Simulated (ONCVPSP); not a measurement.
# Pseudopotential generation for carbon: ONCV, PBEsol

Do these settings give a usable potential? It is generated, then checked for transferability, scattering, ghosts and hardness.

The numbers are computed with ONCVPSP 4.0.1.1 (patched build) (PBEsol, scalar-relativistic, spin-unpolarised reference atom).

### Step 1. Starting point

Typed settings, in words:

```
element                 : carbon (C, Z = 6)
type                    : optimised norm-conserving Vanderbilt (ONCV)
frozen core             : [He]
valence charge          : 4
reference configuration : 2s2 2p2
partial waves           : 2s: rc 1.25 bohr, ncon 3, nbas 7, qcut 4.9 1/bohr, 2 projectors, debl 1.4 Ha; 2p: rc 2.65 bohr, ncon 3, nbas 6, qcut 5.6 1/bohr, 1 projector; d scattering state at 0.21 Ha: rc 2.05 bohr, ncon 4, nbas 8, qcut 4.3 1/bohr, 2 projectors, debl 0.3 Ha
local potential         : polynomial inside 1.20 bohr (lpopt 1, dvloc0 1 Ha)
core correction         : Teter function fitted to the true core (icmod 2), fcfact 0.45
```

The outer shells as boxes (Hund's rule for the drawing; the calculation is spin-unpolarised):

```
[He] core
2s [↑↓]
2p [↑ ][↑ ][  ]
```

An earlier all-electron run gives the scale for the radii.

All-electron outer shells of the reference configuration (PBEsol, scalar-relativistic, ld1.x):

```
shell  level (eV)  outermost node (bohr)  outermost maximum (bohr)
   1s     -272.04                      –                      0.18
   2s      -13.65                   0.38                      1.22
   2p       -5.23                      –                      1.20
```

### Step 2. Generating the potential

C.dat reads:

```
# ATOM AND REFERENCE CONFIGURATION
# atsym  z   nc   nv     iexc    psfile
  C 6.00    1    2  -116133      upf
#
#   n    l    f
    1    0    2.00
    2    0    2.00
    2    1    2.00
#
# PSEUDOPOTENTIAL AND OPTIMIZATION
# lmax
    2
#
#   l,   rc,      ep,       ncon, nbas, qcut
    0    1.25    0.00    3    7    4.90
    1    2.65    0.00    3    6    5.60
    2    2.05    0.21    4    8    4.30
#
# LOCAL POTENTIAL
# lloc, lpopt,  rc(5),   dvloc0
    4    1    1.20    1.00
#
# VANDERBILT-KLEINMAN-BYLANDER PROJECTORs
# l, nproj, debl
    0    2    1.40
    1    1    2.70
    2    2    0.30
#
# MODEL CORE CHARGE
# icmod, fcfact, rcfact
    2    0.45    0.70
#
# LOG DERIVATIVE ANALYSIS
# epsh1, epsh2, depsh
   -2.00    5.00    0.02
#
# OUTPUT GRID
# rlmax, drl
    6.00    0.01
#
# TEST CONFIGURATIONS
# ncnf
    4
# nvcnf
#   n    l    f
    2
    2    0    2.00
    2    1    1.00
#
    2
    2    0    2.00
    2    1    0.00
#
    2
    2    0    1.00
    2    1    0.00
#
    2
    2    0    1.00
    2    1    3.00
#
```

Run with:

```console
$ oncvpsp.x < C.dat > C.out
```

Before running it: what results should come out? Wanted: cutoffs for 1 and 0.1 mHa per electron, occupied waves; bound ghosts; GHOST(+) flags; largest test error; largest phase difference near zero energy, channels read; rms error of d²Exc/dn², without and with the model core.

**Answer**, as computed:

```
                                                quantity                   value
  cutoffs for 1 and 0.1 mHa per electron, occupied waves         20 Ha and 85 Ha
                                            bound ghosts              none found
                                          GHOST(+) flags      none at low energy
                            largest test error (AE − PS)  +1410 meV, for 2s1 2p0
largest phase difference near zero energy, channels read               0.046 rad
 rms error of d²Exc/dn², without and with the model core       1.17 and 1.21 mHa
```

In words: By total energies transferability is poor: the largest error is 1410 meV on 82.8 eV, for 2s1 2p0. That test lies far up in energy; among those under 40 eV, nearer to bonding, the largest error is 735 meV. By its cutoff, 20 Ha for the looser tolerance, it is of middling hardness. The tighter tolerance needs 85 Ha, and converged work needs a cutoff nearer that. At the looser tolerance the 2s wave is the slowest; 2p needs 10 Ha. It is free of bound ghosts as far as tested. Of the channels read, p scatters worst near zero energy, by up to 0.05 rad.
